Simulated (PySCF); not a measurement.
# MnF₆ (-3): ligand-field states, part 2 of 2

PySCF 2.14.0. Atoms count from 0. The steps go on from the part before.

### Step 5. Ligand-field states: state-averaged CASSCF (axial bond length × 1.05) in water

The job: settings as JSON, then the geometry in Å.

```
{"job": {"kind": "lf", "basis": {"metal": "x2c-TZVPall", "ligand": "x2c-SVPall"}, "nevpt": true, "solvent": "water", "reuse": true}, "charge": -3, "metal": "Mn", "open_shell": "d4"}
Mn     0.000000     0.000000     0.000000
F      0.000000     0.000000     2.042300
F      0.000000     0.000000    -2.042300
F      1.945000     0.000000     0.000000
F     -1.945000     0.000000     0.000000
F      0.000000     1.945000     0.000000
F     -0.000000    -1.945000     0.000000
```

With the program's defaults for keys left out, this is: state-averaged CASSCF of the metal d shell, SC-NEVPT2 on the averaged canonical orbitals, state-interaction spin-orbit coupling.

What it wrote:

```text
basis functions 132, electrons 82, active (4e, 5o)
start from the orbitals of the previous structure
stage 1: DIIS on the effective Fock matrix, level shift 0.30
cycle   1  E = -1753.4006025435  dE = -1.753e+03  max|g| = 3.403e+00
cycle   2  E = -1754.3494784126  dE = -9.489e-01  max|g| = 3.163e-01
cycle   3  E = -1754.3845083531  dE = -3.503e-02  max|g| = 9.490e-02
cycle   4  E = -1754.3794004164  dE =  5.108e-03  max|g| = 7.691e-02
cycle   5  E = -1754.3760921660  dE =  3.308e-03  max|g| = 8.891e-02
cycle   6  E = -1754.3782558862  dE = -2.164e-03  max|g| = 9.591e-02
cycle   7  E = -1754.3819698129  dE = -3.714e-03  max|g| = 6.847e-02
cycle   8  E = -1754.3861490393  dE = -4.179e-03  max|g| = 7.892e-02
cycle   9  E = -1754.3811331455  dE =  5.016e-03  max|g| = 1.085e-01
cycle  10  E = -1754.3653690449  dE =  1.576e-02  max|g| = 1.540e-01
cycle  11  E = -1754.3216904288  dE =  4.368e-02  max|g| = 2.899e-01
cycle  12  E = -1754.2008651839  dE =  1.208e-01  max|g| = 4.901e-01
cycle  13  E = -1753.8517853799  dE =  3.491e-01  max|g| = 9.252e-01
cycle  14  E = -1753.3383300234  dE =  5.135e-01  max|g| = 1.206e+00
cycle  15  E = -1752.8805812314  dE =  4.577e-01  max|g| = 1.244e+00
stage 2: quasi-Newton rotations from the point of smallest gradient
cycle  17  E = -1754.3929843978  dE = -1.101e-02  max|g| = 2.185e-02
cycle  18  E = -1754.3938369956  dE = -8.526e-04  max|g| = 1.281e-02
cycle  19  E = -1754.3939499665  dE = -1.130e-04  max|g| = 1.843e-03
cycle  20  E = -1754.3939529030  dE = -2.937e-06  max|g| = 7.036e-04
cycle  21  E = -1754.3939533839  dE = -4.809e-07  max|g| = 1.349e-04
cycle  22  E = -1754.3939534214  dE = -3.747e-08  max|g| = 5.134e-05
cycle  23  E = -1754.3939534240  dE = -2.635e-09  max|g| = 9.152e-06
converged average energy = -1754.3939534240

 mult deg   label        CASSCF/cm-1   NEVPT2/cm-1
   5   1   5B1g                0.0           0.0
   5   1   5A1g             3111.7        3595.2
   3   2   3Eg             15555.3       11739.4
   3   1   3A2g            16003.6       12399.3
   5   1   5B2g            12452.1       15370.8
   5   2   5Eg             13182.1       16204.4
   3   1   3B1g            22833.8       21977.6
   1   2   1Eg             27044.1       22489.0
   3   1   3A2g            24493.9       22784.5
   1   1   1B2g            27516.9       22868.0
   3   2   3Eg             25042.6       23552.2
   3   1   3A1g            24519.2       23955.9
   1   1   1A1g            27975.7       24397.2
   1   1   1B1g            28526.4       25152.8
   3   2   3Eg             26498.4       25293.5
   3   1   3B2g            26826.1       25637.8
   3   1   3B1g            28132.8       26219.7
   3   1   3A1g            28899.6       26765.0
   1   1   1A1g            33569.8       29033.1
   3   1   3B1g            32306.0       30049.4
   3   1   3A1g            33251.1       31119.8
   1   2   1Eg             34877.6       32825.3
   1   1   1B1g            35234.2       34126.5
   3   2   3Eg             35623.6       34919.8
   1   1   1B2g            36496.5       34938.9
   1   1   1A2g            37153.7       35036.7
   3   1   3A2g            34399.0       35420.1
   3   2   3Eg             34519.4       35836.7
   1   2   1Eg             37762.7       35973.5
   3   1   3B2g            35307.8       36252.1
   3   2   3Eg             36156.4       37347.1
   3   1   3A2g            38272.1       38652.5
   1   1   1A1g            41860.1       38679.4
   1   1   1B1g            42258.4       38915.8
   3   1   3B2g            44559.9       41163.6
   3   1   3A1g            43039.2       41294.4
   3   2   3Eg             44505.7       41608.3
   3   1   3B1g            43822.9       42380.3
   3   1   3B2g            42314.5       42595.0
   3   2   3Eg             42102.8       42784.2
   1   1   1A1g            46034.0       44705.3
   3   1   3A2g            43915.9       46025.7
   1   2   1Eg             45405.0       46659.8
   1   1   1B2g            45613.5       46902.2
   1   1   1A1g            48657.0       47094.3
   3   2   3Eg             45448.0       47293.4
   1   1   1B1g            49141.1       48594.6
   1   1   1B2g            53562.9       50393.7
   1   2   1Eg             53031.2       51760.6
   1   1   1A2g            52379.9       52190.9
   1   2   1Eg             54385.8       52619.7
   1   2   1Eg             56981.8       54582.2
   1   1   1A1g            58688.1       55055.5
   1   1   1A2g            57413.1       55245.0
   1   1   1B1g            60557.3       57694.5
   1   2   1Eg             60477.3       57996.7
   1   1   1B2g            60656.1       58651.0
   3   2   3Eg             64134.9       58951.0
   3   1   3A2g            64608.6       59131.4
   3   1   3A2g            68712.5       63766.4

spin-orbit levels / cm-1
      0.00  x1  5B1g 1.00
      0.07  x1  5B1g 1.00
     12.65  x2  5B1g 1.00
     16.85  x1  5B1g 1.00
   3588.22  x1  5A1g 1.00
   3593.43  x2  5A1g 1.00
   3608.87  x1  5A1g 1.00
   3608.91  x1  5A1g 1.00
  11593.33  x1  3Eg 0.96 3A2g 0.04
  11642.82  x1  3Eg 1.00
  11745.37  x2  3Eg 0.98
  11877.86  x1  3Eg 1.00
  11891.00  x1  3Eg 1.00
  12435.44  x2  3A2g 0.98
  12452.66  x1  3A2g 0.96 3Eg 0.04
  15336.70  x1  5B2g 0.95 5Eg 0.04
  15343.00  x2  5B2g 0.96 5Eg 0.04
  15363.31  x1  5B2g 0.97
  15363.52  x1  5B2g 0.97
  16044.46  x2  5Eg 1.00
  16144.52  x1  5Eg 0.97
  16148.49  x1  5Eg 0.97
  16234.78  x2  5Eg 0.97
  16298.87  x1  5Eg 1.00
  16338.80  x1  5Eg 0.95 5B2g 0.04
  16397.42  x2  5Eg 0.98
  21940.65  x2  3B1g 0.89 1Eg 0.10
  21954.41  x1  3B1g 0.94 1B2g 0.05
  22396.70  x2  1Eg 0.71 3A2g 0.16 3B1g 0.10
  22693.63  x1  3A2g 0.85 3Eg 0.14
```

It took 8.1 s on 1 thread of Arm Neoverse V2, shared host; peak memory 0.34 GiB.

In short:

| quantity | value |
| --- | --- |
| spin-orbit constant ζ | 343 cm⁻¹ |

Powder susceptibility:

```csv
T (K),χT (cm³ K/mol),μ(eff)
2,2.143,4.14
20,2.874,4.79
100,2.948,4.86
300,2.962,4.87
```

### Step 6. Ligand-field states: state-averaged CASSCF (axial bond length × 1.1) in water

The job, as its differences from that of step 5:

```diff
@@ -2,4 +2,4 @@
 Mn     0.000000     0.000000     0.000000
-F      0.000000     0.000000     2.042300
-F      0.000000     0.000000    -2.042300
+F      0.000000     0.000000     2.139500
+F      0.000000     0.000000    -2.139500
 F      1.945000     0.000000     0.000000
```

Method: state-averaged CASSCF of the metal d shell, SC-NEVPT2 on the averaged canonical orbitals, state-interaction spin-orbit coupling.

What it wrote:

```text
basis functions 132, electrons 82, active (4e, 5o)
start from the orbitals of the previous structure
stage 1: DIIS on the effective Fock matrix, level shift 0.30
cycle   1  E = -1754.2557161721  dE = -1.754e+03  max|g| = 1.178e+00
cycle   2  E = -1754.3787369860  dE = -1.230e-01  max|g| = 1.325e-01
cycle   3  E = -1754.3842619131  dE = -5.525e-03  max|g| = 3.593e-02
cycle   4  E = -1754.3812370001  dE =  3.025e-03  max|g| = 5.329e-02
cycle   5  E = -1754.3760070348  dE =  5.230e-03  max|g| = 8.946e-02
cycle   6  E = -1754.3650360901  dE =  1.097e-02  max|g| = 1.361e-01
cycle   7  E = -1754.3258543021  dE =  3.918e-02  max|g| = 2.519e-01
cycle   8  E = -1754.1946281989  dE =  1.312e-01  max|g| = 4.711e-01
cycle   9  E = -1753.8479447236  dE =  3.467e-01  max|g| = 9.406e-01
cycle  10  E = -1753.2417343882  dE =  6.062e-01  max|g| = 9.453e-01
cycle  11  E = -1752.6495691061  dE =  5.922e-01  max|g| = 1.187e+00
cycle  12  E = -1752.2280720797  dE =  4.215e-01  max|g| = 1.123e+00
cycle  13  E = -1751.9959484056  dE =  2.321e-01  max|g| = 1.424e+00
cycle  14  E = -1751.8140608044  dE =  1.819e-01  max|g| = 1.453e+00
cycle  15  E = -1751.5770898757  dE =  2.370e-01  max|g| = 1.713e+00
stage 2: quasi-Newton rotations from the point of smallest gradient
cycle  17  E = -1754.3860349610  dE = -1.773e-03  max|g| = 1.531e-02
cycle  18  E = -1754.3862842847  dE = -2.493e-04  max|g| = 8.122e-03
cycle  19  E = -1754.3863181301  dE = -3.385e-05  max|g| = 7.995e-04
cycle  20  E = -1754.3863188843  dE = -7.542e-07  max|g| = 4.234e-04
cycle  21  E = -1754.3863190375  dE = -1.532e-07  max|g| = 7.445e-05
cycle  22  E = -1754.3863190419  dE = -4.398e-09  max|g| = 1.797e-05
cycle  23  E = -1754.3863190425  dE = -5.396e-10  max|g| = 7.368e-06
converged average energy = -1754.3863190425

 mult deg   label        CASSCF/cm-1   NEVPT2/cm-1
   5   1   5B1g                0.0           0.0
   5   1   5A1g             5710.5        6662.9
   3   2   3Eg             17384.1       13916.0
   3   1   3A2g            18147.8       15069.8
   5   1   5B2g            12613.8       15623.1
   5   2   5Eg             13945.0       17125.0
   3   1   3B1g            23092.5       22187.3
   3   1   3A2g            25072.2       23255.9
   3   2   3Eg             25670.2       24227.4
   1   2   1Eg             28804.2       24709.5
   3   1   3A1g            25710.7       24975.4
   1   1   1B2g            29678.7       25337.3
   1   1   1A1g            29507.8       26302.0
   3   1   3B1g            28896.7       26855.8
   1   1   1B1g            30327.4       27516.1
   3   2   3Eg             28374.7       27596.5
   3   1   3B2g            28506.5       27605.3
   3   1   3A1g            30573.6       29071.3
   1   1   1A1g            34936.2       30606.9
   3   1   3B1g            33783.1       32235.1
   1   2   1Eg             35458.0       33345.4
   3   1   3A1g            35283.5       33851.7
   1   1   1B1g            36481.6       35196.1
   3   2   3Eg             34455.1       35303.2
   3   2   3Eg             35819.0       35333.0
   1   1   1A2g            37999.0       35922.9
   3   1   3A2g            34870.9       36167.3
   3   1   3B2g            35500.7       36571.2
   1   1   1B2g            38470.9       37345.4
   1   2   1Eg             39241.2       37826.0
   3   2   3Eg             37025.2       38512.8
   1   1   1A1g            42457.3       40167.2
   3   1   3A2g            40151.8       40854.9
   1   1   1B1g            43781.2       40983.6
   3   1   3A1g            43609.2       41736.0
   3   1   3B2g            45800.8       42628.6
   3   1   3B2g            42700.9       42949.7
   3   2   3Eg             42110.2       43058.7
   3   1   3B1g            44978.6       43668.7
   1   1   1A1g            45727.6       43754.0
   3   2   3Eg             45498.4       43901.2
   3   1   3A2g            43240.8       45397.1
   1   2   1Eg             45804.0       47054.2
   3   2   3Eg             46244.7       47288.4
   1   1   1B2g            46163.1       47499.5
   1   1   1A1g            49603.8       47986.3
   1   1   1B2g            53738.6       50509.6
   1   1   1B1g            51040.7       50763.3
   1   2   1Eg             53526.7       52817.8
   1   2   1Eg             54786.0       52963.1
   1   1   1A2g            52283.0       53083.7
   1   2   1Eg             56796.6       54521.0
   1   1   1A2g            57421.6       54844.3
   1   1   1A1g            59490.6       56815.4
   1   1   1B1g            60913.6       57977.0
   1   2   1Eg             62485.0       60211.4
   3   2   3Eg             65039.8       60300.7
   3   1   3A2g            65563.7       60446.6
   1   1   1B2g            62657.7       61241.9
   3   1   3A2g            67945.8       62662.5

spin-orbit levels / cm-1
      0.00  x1  5B1g 1.00
      0.05  x1  5B1g 1.00
     11.44  x2  5B1g 1.00
     15.25  x1  5B1g 1.00
   6650.05  x1  5A1g 1.00
   6655.68  x2  5A1g 1.00
   6672.32  x1  5A1g 1.00
   6672.36  x1  5A1g 1.00
  13778.44  x1  3Eg 0.98
  13813.30  x1  3Eg 1.00
  13926.56  x2  3Eg 0.99
  14052.27  x1  3Eg 1.00
  14065.72  x1  3Eg 1.00
  15092.14  x2  3A2g 0.99
  15102.50  x1  3A2g 0.99
  15604.72  x1  5B2g 0.98
  15609.67  x2  5B2g 0.98
  15625.12  x1  5B2g 0.99
  15625.14  x1  5B2g 0.99
  16963.21  x2  5Eg 1.00
  17054.51  x1  5Eg 0.99
  17057.17  x1  5Eg 0.99
  17143.81  x2  5Eg 0.99
  17218.09  x1  5Eg 1.00
  17240.01  x1  5Eg 0.98
  17310.89  x2  5Eg 0.99
  22187.53  x2  3B1g 0.99
  22199.39  x1  3B1g 1.00
  23187.12  x1  3A2g 0.89 3Eg 0.09
  23229.00  x2  3A2g 0.94 3Eg 0.04
```

Run time: 8.2 s. Hardware: 1 thread of Arm Neoverse V2, shared host; peak memory 0.34 GiB.

From this job:

```
             quantity     value
spin-orbit constant ζ  344 cm⁻¹
```

Powder susceptibility:

```
T (K)  χT (cm³ K/mol)  μ(eff)
    2           2.168    4.16
   20           2.888    4.81
  100           2.950    4.86
  300           2.964    4.87
```

### Step 7. Ligand-field states: state-averaged CASSCF (axial bond length × 1.2) in water

The job, as its differences from that of step 6:

```diff
@@ -2,4 +2,4 @@
 Mn     0.000000     0.000000     0.000000
-F      0.000000     0.000000     2.139500
-F      0.000000     0.000000    -2.139500
+F      0.000000     0.000000     2.334000
+F      0.000000     0.000000    -2.334000
 F      1.945000     0.000000     0.000000
```

With the program's defaults for keys left out, this is: state-averaged CASSCF of the metal d shell, SC-NEVPT2 on the averaged canonical orbitals, state-interaction spin-orbit coupling.

What it wrote:

```text
basis functions 132, electrons 82, active (4e, 5o)
start from the orbitals of the previous structure
stage 1: DIIS on the effective Fock matrix, level shift 0.30
cycle   1  E = -1754.1004845755  dE = -1.754e+03  max|g| = 1.311e+00
cycle   2  E = -1754.3404710588  dE = -2.400e-01  max|g| = 1.683e-01
cycle   3  E = -1754.3510783766  dE = -1.061e-02  max|g| = 7.879e-02
cycle   4  E = -1754.3503500842  dE =  7.283e-04  max|g| = 7.109e-02
cycle   5  E = -1754.3299959447  dE =  2.035e-02  max|g| = 1.522e-01
cycle   6  E = -1754.2852411519  dE =  4.475e-02  max|g| = 2.001e-01
cycle   7  E = -1754.1014272362  dE =  1.838e-01  max|g| = 5.680e-01
cycle   8  E = -1753.5287859653  dE =  5.726e-01  max|g| = 1.074e+00
cycle   9  E = -1752.5988529464  dE =  9.299e-01  max|g| = 1.423e+00
cycle  10  E = -1751.7617852271  dE =  8.371e-01  max|g| = 1.930e+00
cycle  11  E = -1751.0219391719  dE =  7.398e-01  max|g| = 2.550e+00
cycle  12  E = -1750.3180562433  dE =  7.039e-01  max|g| = 2.726e+00
cycle  13  E = -1749.8387088192  dE =  4.793e-01  max|g| = 2.292e+00
cycle  14  E = -1749.5356139111  dE =  3.031e-01  max|g| = 2.242e+00
cycle  15  E = -1749.3379414289  dE =  1.977e-01  max|g| = 1.900e+00
stage 2: quasi-Newton rotations from the point of smallest gradient
cycle  17  E = -1754.3611172848  dE = -1.077e-02  max|g| = 3.386e-02
cycle  18  E = -1754.3621031339  dE = -9.858e-04  max|g| = 1.334e-02
cycle  19  E = -1754.3622379999  dE = -1.349e-04  max|g| = 1.671e-03
cycle  20  E = -1754.3622418683  dE = -3.868e-06  max|g| = 8.763e-04
cycle  21  E = -1754.3622428450  dE = -9.767e-07  max|g| = 1.571e-04
cycle  22  E = -1754.3622428871  dE = -4.217e-08  max|g| = 5.147e-05
cycle  23  E = -1754.3622428915  dE = -4.347e-09  max|g| = 2.884e-05
cycle  24  E = -1754.3622428920  dE = -4.688e-10  max|g| = 3.107e-06
converged average energy = -1754.3622428920

 mult deg   label        CASSCF/cm-1   NEVPT2/cm-1
   5   1   5B1g                0.0           0.0
   5   1   5A1g             9768.5       11593.0
   5   1   5B2g            12928.6       16114.8
   3   2   3Eg             19992.4       17244.2
   5   2   5Eg             15220.6       18646.9
   3   1   3A2g            21065.9       18972.5
   3   1   3B1g            23338.5       22370.3
   3   1   3A2g            26042.6       23950.7
   3   2   3Eg             26517.4       25071.9
   3   1   3A1g            26622.3       25445.3
   3   1   3B1g            29589.8       27300.4
   1   2   1Eg             31212.5       28078.4
   1   1   1B2g            32826.9       29023.8
   1   1   1A1g            31546.2       29045.8
   3   1   3B2g            30770.9       30158.3
   1   1   1B1g            32331.2       30374.8
   3   2   3Eg             30936.5       30697.0
   1   1   1A1g            36694.3       32550.6
   3   2   3Eg             33463.3       33398.2
   3   1   3A1g            33829.2       33621.2
   1   2   1Eg             36290.3       33922.6
   3   1   3B1g            36419.5       36089.9
   3   2   3Eg             36930.2       36969.1
   1   1   1A2g            39089.3       37027.2
   1   1   1B1g            38769.3       37144.7
   3   1   3A2g            35446.9       37151.1
   3   1   3B2g            35824.6       37191.1
   3   1   3A1g            38221.7       37988.8
   3   2   3Eg             38281.9       40179.2
   1   1   1A1g            41993.4       40279.1
   1   2   1Eg             41199.1       40294.2
   1   1   1B2g            41097.3       40555.2
   3   1   3A2g            41304.7       42514.9
   3   1   3A1g            44915.2       42904.9
   3   2   3Eg             41881.7       43052.5
   3   1   3B2g            43267.1       43552.4
   1   1   1B1g            45896.8       44057.7
   1   1   1A1g            46231.2       44239.4
   3   1   3B2g            48006.4       45322.1
   3   1   3A2g            43693.0       45483.8
   3   1   3B1g            46959.9       45872.2
   3   2   3Eg             46830.3       47219.3
   1   2   1Eg             46352.7       47342.0
   3   2   3Eg             47827.1       47592.5
   1   1   1B2g            47004.4       48307.8
   1   1   1A1g            51497.6       49553.4
   1   1   1B2g            53850.1       50789.5
   1   2   1Eg             53183.6       52907.8
   1   2   1Eg             55208.2       52957.0
   1   1   1A2g            51802.1       53525.8
   1   1   1B1g            53963.1       54118.2
   1   1   1A2g            57613.1       54772.3
   1   2   1Eg             57819.9       56444.8
   1   1   1B1g            61210.5       57983.9
   1   1   1A1g            60395.0       59209.0
   3   1   3A2g            64939.6       60241.0
   3   2   3Eg             66261.6       62505.7
   1   2   1Eg             65102.5       63171.3
   3   1   3A2g            69610.8       64498.9
   1   1   1B2g            65954.6       65404.7

spin-orbit levels / cm-1
      0.00  x1  5B1g 1.00
      0.03  x1  5B1g 1.00
     10.30  x2  5B1g 1.00
     13.73  x1  5B1g 1.00
  11568.67  x1  5A1g 0.99
  11575.47  x2  5A1g 0.99
  11595.44  x1  5A1g 1.00
  11595.49  x1  5A1g 1.00
  16104.11  x1  5B2g 0.99
  16107.82  x2  5B2g 0.99
  16118.75  x1  5B2g 0.99
  16118.87  x1  5B2g 0.99
  17114.86  x1  3Eg 0.99
  17142.96  x1  3Eg 1.00
  17255.50  x2  3Eg 1.00
  17371.73  x1  3Eg 1.00
  17386.87  x1  3Eg 1.00
  18475.60  x2  5Eg 0.98
  18566.14  x1  5Eg 0.97
  18571.23  x1  5Eg 0.99
  18658.25  x2  5Eg 0.99
  18739.47  x1  5Eg 1.00
  18750.71  x1  5Eg 0.99
  18827.97  x2  5Eg 1.00
  18992.86  x2  3A2g 0.98
  18998.80  x1  3A2g 0.98
  22375.25  x2  3B1g 1.00
  22388.25  x1  3B1g 1.00
  23858.69  x1  3A2g 0.89 3Eg 0.10
  23926.67  x2  3A2g 0.95 3Eg 0.05
```

Run time: 8.3 s. Hardware: 1 thread of Arm Neoverse V2, shared host; peak memory 0.34 GiB.

From this job:

```csv
quantity,value
spin-orbit constant ζ,343 cm⁻¹
```

Powder susceptibility:

```
T (K)  χT (cm³ K/mol)  μ(eff)
    2           2.198    4.19
   20           2.902    4.82
  100           2.954    4.86
  300           2.967    4.87
```

### Step 8. The runs side by side

From the NEVPT2 states (cm⁻¹; the spread is that of the fitted one-electron ligand-field levels):

```
step                   setting  ground state     next state  orbital spread  Racah B    ζ  μ(eff), 300 K
   2                  as given           5Eg   3T1g at 9139           13710     1014  343           4.86
   3   axial bond length × 0.9          5A1g   5B1g at 9283           21965     1028  340           4.88
   4  axial bond length × 0.95          5A1g   5B1g at 4242           17404     1019  342           4.87
   5  axial bond length × 1.05          5B1g   5A1g at 3595           14550     1014  343           4.87
   6   axial bond length × 1.1          5B1g   5A1g at 6663           15258     1016  344           4.87
   7   axial bond length × 1.2          5B1g  5A1g at 11593           16510     1022  343           4.87
```

### Step 9. Outcome

The summary covers parts 1 to 2.

| quantity | value |
| --- | --- |
| spin-orbit constant ζ (step 2, state-averaged CASSCF in water) | 343 cm⁻¹ |
| ground multiplicity, μ(eff) at 300 K (step 2, 6 donors at 1.95 Å) | 5, 4.86 μB |
| ground multiplicity, μ(eff) at 300 K (step 3, 6 donors at 1.75 to 1.95 Å) | 5, 4.88 μB |
| ground multiplicity, μ(eff) at 300 K (step 4, 6 donors at 1.85 to 1.95 Å) | 5, 4.87 μB |
| ground multiplicity, μ(eff) at 300 K (step 5, 6 donors at 1.95 to 2.04 Å) | 5, 4.87 μB |
| ground multiplicity, μ(eff) at 300 K (step 6, 6 donors at 1.95 to 2.14 Å) | 5, 4.87 μB |
| ground multiplicity, μ(eff) at 300 K (step 7, 6 donors at 1.95 to 2.33 Å) | 5, 4.87 μB |

**Reading.** In step 2, χT goes from 0.76 at 2 K to 2.96 cm³ K/mol at 300 K, as higher levels fill or mix in. The spread of the ligand-field levels runs from 13710 cm⁻¹ (as given) to 21965 cm⁻¹ (axial bond length × 0.9); μ(eff) at 300 K: 4.86 to 4.88 μB.
